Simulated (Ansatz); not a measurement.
**CH3AlBrCl: how energies converge with the basis set**

How large a basis does CH3AlBrCl need? Two functionals are run in growing sets.

The runs use Ansatz 0.2.0, Gaussian basis; one geometry, several basis sets.

The runs, in order: PBE0-D4/def2-SVP; ωB97M-V/def2-SVP; PBE0-D4/def2-QZVPP; ωB97M-V/def2-QZVPP; the functionals' def2-TZVPP values are taken from earlier runs.

## Step 1: The relaxed structure

An earlier PBE0-D4 in a triple-zeta def2 set relaxation fixed the geometry.

7 atoms, charge 0, spin multiplicity 1.

Atoms are counted from 1 here; the program's logs count them from 0.

Bond lengths: C1–Al2 1.929 Å, C1–H5 1.091 Å, C1–H6 1.094 Å, C1–H7 1.094 Å, Al2–Cl3 2.091 Å, Al2–Br4 2.249 Å. Angles: Al2–C1–H5 111.8°, Al2–C1–H6 110.3°, Al2–C1–H7 110.3°, H5–C1–H6 108.6°, H5–C1–H7 108.6°, H6–C1–H7 107.0°, C1–Al2–Cl3 121.0°, C1–Al2–Br4 122.4°, Cl3–Al2–Br4 116.6°.

## Step 2: PBE0-D4 in def2-SVP

Contents of in.yaml:

```yaml
crystal:
  periodic: [false, false, false]
  atoms:
    - {symbol: C, position_ang: [-0.118365, 0.963102, -0.111566]}
    - {symbol: Al, position_ang: [0.144549, -0.936068, 0.103639]}
    - {symbol: Cl, position_ang: [1.744525, -1.681823, 1.224379]}
    - {symbol: Br, position_ang: [-1.230372, -2.456682, -0.821704]}
    - {symbol: H, position_ang: [-0.994353, 1.184303, -0.723468]}
    - {symbol: H, position_ang: [-0.243757, 1.441965, 0.863706]}
    - {symbol: H, position_ang: [0.759073, 1.417102, -0.580785]}
basis:
  gaussian: {orbitals: def2-SVP}
hamiltonian: {xc: pbe0, dispersion: d4}
output: {orbitals: {seedname: orbitals}}
```

The runs that follow: ωB97M-V in def2-SVP; PBE0-D4 in def2-QZVPP; ωB97M-V in def2-QZVPP.

Q: Predict the results of all the runs planned. Wanted: PBE0-D4: double and triple zeta above quadruple; ωB97M-V: double and triple zeta above quadruple.

As calculated:

| quantity | value |
| --- | --- |
| PBE0-D4: double and triple zeta above quadruple | 18.41, 2.07 eV |
| ωB97M-V: double and triple zeta above quadruple | 18.30, 1.99 eV |

PBE0-D4 gains 16.34 eV from double to triple zeta, then 2.07 eV more. Total energies overstate the basis error of differences, where much of it tends to cancel.
